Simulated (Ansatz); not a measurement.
# BF₂HO: one structure at several levels

An exercise on one series of results from a longer session: the logs are not shown, and one member is left open.

Computed with Ansatz 0.2.0, Gaussian basis. Level: single points in def2-TZVPP.

Cores are frozen in the correlated methods. B3LYP uses VWN-RPA correlation.

**Starting geometry**

5 atoms, charge 0, spin multiplicity 1.

Atoms are counted from 1 here; the program's logs count them from 0.

Bond lengths: B1–O3 1.276 Å, B1–F5 1.316 Å. Angles: O3–B1–F5 150.5°.

As a file:

```mol
BF2HO
  3D, bonds by distance, orders not assigned

  5  2  0  0  0  0  0  0  0  0999 V2000
   -0.0455    0.2797    0.4155 B   0  0
    0.5623   -1.0618   -0.4508 F   0  0
   -0.6847    0.7605   -0.5781 O   0  0
   -0.1227   -0.2980   -1.0870 H   0  0
    0.3092    0.3286    1.6820 F   0  0
  1  3  8  0
  1  5  8  0
M  END
```

The first run:

run/in.yaml reads:

```yaml
crystal:
  periodic: [false, false, false]
  atoms:
    - {symbol: B, position_ang: [-0.045500, 0.279700, 0.415500]}
    - {symbol: F, position_ang: [0.562300, -1.061800, -0.450800]}
    - {symbol: O, position_ang: [-0.684700, 0.760500, -0.578100]}
    - {symbol: H, position_ang: [-0.122700, -0.298000, -1.087000]}
    - {symbol: F, position_ang: [0.309200, 0.328600, 1.682000]}
basis:
  gaussian: {orbitals: def2-TZVPP}
correlation: {method: ccsd_t}
output: {forces: true}
```

The command line of these runs was not kept.

Steps of the session up to this table: CCSD(T)/def2-TZVPP; PBE0-D4/def2-TZVPP; wB97M-V/def2-TZVPP; r2SCAN-D4/def2-TZVPP; PBE-D4/def2-TZVPP; BLYP-D4/def2-TZVPP; B3LYP-D4/def2-TZVPP.

One of the session's tables, all rows but one given; the rest of the session is left out.

```
   method  RMS force component (eV/Å)  angle to CCSD(T) forces (°)  dipole (D)
  CCSD(T)                       0.749                    reference        0.38
  PBE0-D4                           ?                            ?           ?
  wB97M-V                       0.665                         11.9        0.42
r2SCAN-D4                       0.684                          9.6        0.44
   PBE-D4                       0.626                         22.3        0.42
  BLYP-D4                       0.553                         29.2        0.42
 B3LYP-D4                       0.628                         14.0        0.40
```

Q: Estimate the row for PBE0-D4 from the others.

**Answer.** RMS force component (eV/Å): 0.733; angle to CCSD(T) forces (°): 13.3; dipole (D): 0.40. In the column «RMS force component (eV/Å)» it lies between r2SCAN-D4 (0.684) and CCSD(T) (0.749).
